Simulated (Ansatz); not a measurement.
# O: response to strain

O is deformed so: zz strain of -1 %. What stress and forces result, by LAPW, PAW and all-electron datasets made for the crystal?

Method: DFT PBEsol, scalar-relativistic, in Ansatz 0.2.0.

2 further runs of the same task are left out: 2 set aside as unsound or not needed.

### 1 The system as given

The structure is trigonal, space group R-3m (No. 166). Conventional cell: a = 2.847 Å, b = 2.847 Å, c = 10.225 Å, α = 90.00°, β = 90.00°, γ = 120.00°. Around O (site symmetry 3m) lie 1 O at 1.18 Å.

As a file:

```cif
data_structure
_symmetry_space_group_name_H-M 'P 1'
_symmetry_Int_Tables_number 1
_cell_length_a 3.7839
_cell_length_b 3.7839
_cell_length_c 3.7839
_cell_angle_alpha 44.192
_cell_angle_beta 44.192
_cell_angle_gamma 44.192
_cell_volume 23.92
loop_
_atom_site_label
_atom_site_type_symbol
_atom_site_fract_x
_atom_site_fract_y
_atom_site_fract_z
_atom_site_occupancy
O1 O 0.05770 0.05770 0.05770 1
O2 O 0.94230 0.94230 0.94230 1
```

Atoms are numbered in the order of the input: O1, O2.

### 2 After the deformation

Space group R-3m before, R-3m after.

### 3 All-electron LAPW

File input.yaml:

```yaml
crystal:
  lattice:
    - [1.4233490221, 0.821770941, 3.374217]
    - [-1.4233490221, 0.821770941, 3.374217]
    - [0.0, -1.6435418821, 3.374217]
  atoms:
    - { symbol: O, position: [0.0577, 0.0577, 0.0577] }
    - { symbol: O, position: [0.9423, 0.9423, 0.9423] }
kpoints:
  mp_grid: { grid: [10, 10, 10] }
  band_path:
    path:
      - [0.0, 0.0, 0.0]
      - [0.5, 0.5, 0.5]
      - [0.7937908188, 0.2062091812, 0.5]
      - [0.5, -0.2062091812, 0.2062091812]
      - [0.5, 0.0, 0.0]
      - [0.0, 0.0, 0.0]
      - [0.3531045906, -0.3531045906, 0.0]
      - [0.6468954094, 0.0, 0.3531045906]
      - [0.5, 0.0, 0.5]
    npoints: 5
scf:
  occupations: { method: fermi_dirac, width: 0.02 }
hamiltonian:
  xc: pbesol
  pseudopotentials: { kind: all_electron, lapw: { basis_error: 0.0005 } }
output:
  forces: true
  stress: true
  eigenvalues: true
```

Started as:

```bash
$ ansatz run input.yaml --threads 1 --pin off --max-ram 3072MiB --backend cpu --events-out ev --progress --plain --runs-dir out
```

### 4 PAW on the default files

File input.yaml:

```yaml
crystal:
  lattice:
    - [1.4233490221, 0.821770941, 3.374217]
    - [-1.4233490221, 0.821770941, 3.374217]
    - [0.0, -1.6435418821, 3.374217]
  atoms:
    - { symbol: O, position: [0.0577, 0.0577, 0.0577] }
    - { symbol: O, position: [0.9423, 0.9423, 0.9423] }
kpoints:
  mp_grid: { grid: [10, 10, 10] }
scf:
  occupations: { method: fermi_dirac, width: 0.02 }
hamiltonian:
  xc: pbesol
  pseudopotentials: { kind: paw }
output:
  forces: true
  stress: true
  eigenvalues: true
  efg: { contact_densities: true }
```

### 5 All-electron PAW on datasets made for the crystal

Edit input.yaml of step 4 so:

```diff
@@ -14,3 +14,3 @@
   xc: pbesol
-  pseudopotentials: { kind: paw }
+  pseudopotentials: { kind: all_electron, datasets: crystal }
 output:
```

(Steps that only read results are left out.)

What does the calculation give? Wanted: pressure; largest shear or deviatoric stress.

**Answer**, as computed:

| quantity | value |
| --- | --- |
| pressure | LAPW 4.89, PAW 4.46, crystal datasets 4.90 GPa |
| largest shear or deviatoric stress (LAPW) | 26.88 GPa |

Against the undeformed cell the largest change of stress is +9.15 GPa, in the zz component, with the atoms carried along and not relaxed. PAW: stress within 1.43 GPa of LAPW, forces within 192 meV/Å. Crystal datasets: stress within 0.01 GPa of LAPW, forces within 1 meV/Å. Solid oxygen carries moments on its molecules; these runs leave spin out.
